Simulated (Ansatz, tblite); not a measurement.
**C₄₂H₃₀: one state, many levels**

An exercise on one series of results from a longer session: the logs are not shown, and one member is left open.

Computed with Ansatz 0.2.0, Gaussian basis. Level: as each input shows.

Levels to be run: GFN1-xTB, GFN2-xTB, PBE-D4/def2-SVP, r2SCAN-D4/def2-SVP, PBE-QIDH/def2-SVP, HF/def2-SVP, B3LYP-D4/def2-SVP, r2SCAN-D4/def2-mTZVP, HF/STO-3G.

**The geometry**

The singlet was relaxed beforehand with PBE-D4/def2-SVP.

SMILES `c1ccc(-c2ccc(-c3ccc(-c4ccc(-c5ccc(-c6ccc(-c7ccccc7)cc6)cc5)cc4)cc3)cc2)cc1`, 72 atoms, charge 0, spin multiplicity 1.

Bond lengths: C1–C2 1.405 Å, C1–C42 1.405 Å, C1–H43 1.101 Å, C2–C3 1.401 Å, C2–H44 1.101 Å, C3–C4 1.415 Å, C3–H45 1.101 Å, C4–C5 1.483 Å, C4–C41 1.415 Å, C5–C6 1.414 Å, C5–C40 1.414 Å, C6–C7 1.398 Å, C6–H46 1.101 Å, C7–C8 1.414 Å, C7–H47 1.101 Å, C8–C9 1.480 Å, C8–C39 1.414 Å, C9–C10 1.414 Å and more. Angles: C2–C1–C42 119.5°, C2–C1–H43 120.3°, C42–C1–H43 120.3°, C1–C2–C3 120.2°, C1–C2–H44 120.2°, C3–C2–H44 119.6°, C2–C3–C4 121.0°, C2–C3–H45 119.6°, C4–C3–H45 119.5°, C3–C4–C5 121.0°, C3–C4–C41 118.1°, C5–C4–C41 121.0°, C4–C5–C6 121.2°, C4–C5–C40 121.3°, C6–C5–C40 117.5°, C5–C6–C7 121.3°, C5–C6–H46 119.5°, C7–C6–H46 119.2° and more.

PBE0-D4/def2-SVP was run before; its log isn't repeated, and its numbers join the tables.

Set-up of the first run:

Tight binding, by tblite at 300 K electronic temperature and without a spin-polarisation term:

```python
tblite.interface.Calculator('GFN1-xTB', numbers, positions, charge=0, uhf=0).singlepoint()
```

Tight binding, by tblite at 300 K electronic temperature and without a spin-polarisation term:

```python
tblite.interface.Calculator('GFN2-xTB', numbers, positions, charge=0, uhf=0).singlepoint()
```

start.molden holds the orbitals of an earlier run on this state, given as this run's starting guess.

File in.yaml:

```yaml
crystal:
  periodic: [false, false, false]
  atoms:
    - {symbol: C, position_ang: [-14.419877, -0.351352, 0.785494]}
    - {symbol: C, position_ang: [-13.681048, -1.545893, 0.800759]}
    - {symbol: C, position_ang: [-12.282319, -1.511644, 0.724928]}
    - {symbol: C, position_ang: [-11.588140, -0.282507, 0.631417]}
    - {symbol: C, position_ang: [-10.108042, -0.246532, 0.550971]}
    - {symbol: C, position_ang: [-9.439115, 0.727484, -0.225630]}
    - {symbol: C, position_ang: [-8.043978, 0.759975, -0.303608]}
    - {symbol: C, position_ang: [-7.248081, -0.177008, 0.395377]}
    - {symbol: C, position_ang: [-5.770232, -0.141159, 0.314837]}
    - {symbol: C, position_ang: [-5.108457, 0.252746, -0.870941]}
    - {symbol: C, position_ang: [-3.713668, 0.284620, -0.947369]}
    - {symbol: C, position_ang: [-2.907601, -0.071634, 0.158705]}
    - {symbol: C, position_ang: [-1.429621, -0.035635, 0.078135]}
    - {symbol: C, position_ang: [-0.760876, 0.885933, -0.760593]}
    - {symbol: C, position_ang: [0.633812, 0.918442, -0.838925]}
    - {symbol: C, position_ang: [1.432298, 0.034202, -0.077859]}
    - {symbol: C, position_ang: [2.910055, 0.070235, -0.158456]}
    - {symbol: C, position_ang: [3.712693, -0.188678, 0.976284]}
    - {symbol: C, position_ang: [5.107678, -0.151121, 0.900947]}
    - {symbol: C, position_ang: [5.768747, 0.140112, -0.314400]}
    - {symbol: C, position_ang: [7.246813, 0.176460, -0.394981]}
    - {symbol: C, position_ang: [8.029168, 0.644239, 0.685792]}
    - {symbol: C, position_ang: [9.424227, 0.680000, 0.608863]}
    - {symbol: C, position_ang: [10.107123, 0.247053, -0.550936]}
    - {symbol: C, position_ang: [11.587244, 0.283649, -0.631689]}
    - {symbol: C, position_ang: [12.243493, 0.545025, -1.857529]}
    - {symbol: C, position_ang: [13.642121, 0.579118, -1.934267]}
    - {symbol: C, position_ang: [14.419398, 0.353732, -0.786246]}
    - {symbol: C, position_ang: [13.783657, 0.093273, 0.438892]}
    - {symbol: C, position_ang: [12.385007, 0.058066, 0.514770]}
    - {symbol: C, position_ang: [9.324364, -0.222112, -1.630789]}
    - {symbol: C, position_ang: [7.929146, -0.255255, -1.555585]}
    - {symbol: C, position_ang: [4.966076, 0.395723, -1.449884]}
    - {symbol: C, position_ang: [3.571015, 0.364722, -1.373072]}
    - {symbol: C, position_ang: [0.765147, -0.885891, 0.762976]}
    - {symbol: C, position_ang: [-0.629719, -0.921355, 0.836836]}
    - {symbol: C, position_ang: [-3.570487, -0.463591, 1.344885]}
    - {symbol: C, position_ang: [-4.965223, -0.499450, 1.420625]}
    - {symbol: C, position_ang: [-7.917178, -1.149721, 1.173892]}
    - {symbol: C, position_ang: [-9.312454, -1.184814, 1.248122]}
    - {symbol: C, position_ang: [-12.347084, 0.911324, 0.616748]}
    - {symbol: C, position_ang: [-13.745790, 0.877552, 0.693107]}
    - {symbol: H, position_ang: [-15.518576, -0.378037, 0.844952]}
    - {symbol: H, position_ang: [-14.198926, -2.515929, 0.862368]}
    - {symbol: H, position_ang: [-11.716032, -2.455718, 0.709259]}
    - {symbol: H, position_ang: [-10.026697, 1.463462, -0.795765]}
    - {symbol: H, position_ang: [-7.557056, 1.542368, -0.905914]}
    - {symbol: H, position_ang: [-5.701284, 0.502374, -1.763905]}
    - {symbol: H, position_ang: [-3.236345, 0.557144, -1.900586]}
    - {symbol: H, position_ang: [-1.346330, 1.618269, -1.336376]}
    - {symbol: H, position_ang: [1.119731, 1.673093, -1.475698]}
    - {symbol: H, position_ang: [3.230420, -0.404641, 1.941776]}
    - {symbol: H, position_ang: [5.702125, -0.371555, 1.800605]}
    - {symbol: H, position_ang: [7.529986, 1.024023, 1.590176]}
    - {symbol: H, position_ang: [9.998482, 1.088318, 1.454264]}
    - {symbol: H, position_ang: [11.645459, 0.751963, -2.758486]}
    - {symbol: H, position_ang: [14.128887, 0.793848, -2.898724]}
    - {symbol: H, position_ang: [15.518062, 0.380873, -0.846188]}
    - {symbol: H, position_ang: [14.382386, -0.094614, 1.344113]}
    - {symbol: H, position_ang: [11.899398, -0.175417, 1.474893]}
    - {symbol: H, position_ang: [9.822733, -0.604012, -2.534652]}
    - {symbol: H, position_ang: [7.353939, -0.661454, -2.401440]}
    - {symbol: H, position_ang: [5.447768, 0.642596, -2.408202]}
    - {symbol: H, position_ang: [2.976664, 0.554217, -2.279843]}
    - {symbol: H, position_ang: [1.353509, -1.614386, 1.341107]}
    - {symbol: H, position_ang: [-1.112824, -1.679753, 1.470924]}
    - {symbol: H, position_ang: [-2.979748, -0.710429, 2.239778]}
    - {symbol: H, position_ang: [-5.444651, -0.774917, 2.372149]}
    - {symbol: H, position_ang: [-7.330470, -1.906263, 1.717369]}
    - {symbol: H, position_ang: [-9.798415, -1.946627, 1.876965]}
    - {symbol: H, position_ang: [-11.828828, 1.881750, 0.573473]}
    - {symbol: H, position_ang: [-14.313658, 1.821142, 0.691018]}
basis:
  gaussian: {orbitals: def2-SVP, fitting: {mean_field: def2-universal-jkfit}, initial_orbitals: start.molden}
hamiltonian: {xc: pbe, dispersion: d4}
scf: {omitted_lower_state_checks: [starts]}
output: {forces: true, orbitals: {seedname: orbitals}}
```

The run is started by

```
> ansatz run in.yaml --threads 2 --pin off --events-out ev --progress --plain --max-ram 32768MiB --backend cuda --devices 0, --max-vram 18GiB
```

Steps of the session up to this table: PBE-D4/def2-SVP; r2SCAN-D4/def2-SVP; PBE-QIDH/def2-SVP; HF/def2-SVP; B3LYP-D4/def2-SVP; r2SCAN-D4/def2-mTZVP; HF/STO-3G.

One of the session's tables, all rows but one given; the rest of the session is left out.

It belongs to the step «Binding energy». 

```
               level  binding an atom (eV)
           HF/STO-3G                 4.565
         HF/def2-SVP                     ?
     PBE-D4/def2-SVP                 5.658
  r2SCAN-D4/def2-SVP                 5.471
r2SCAN-D4/def2-mTZVP                 5.349
   B3LYP-D4/def2-SVP                 5.435
    PBE0-D4/def2-SVP                 5.545
```

Q: Estimate the row for HF/def2-SVP from the others.

As computed: binding an atom (eV): 4.053. In the column «binding an atom (eV)» it is the lowest.

Limits of these values: Free atoms were run apart at each level; binding is atoms less cluster, divided by the number of atoms, without zero-point or spin-orbit terms.
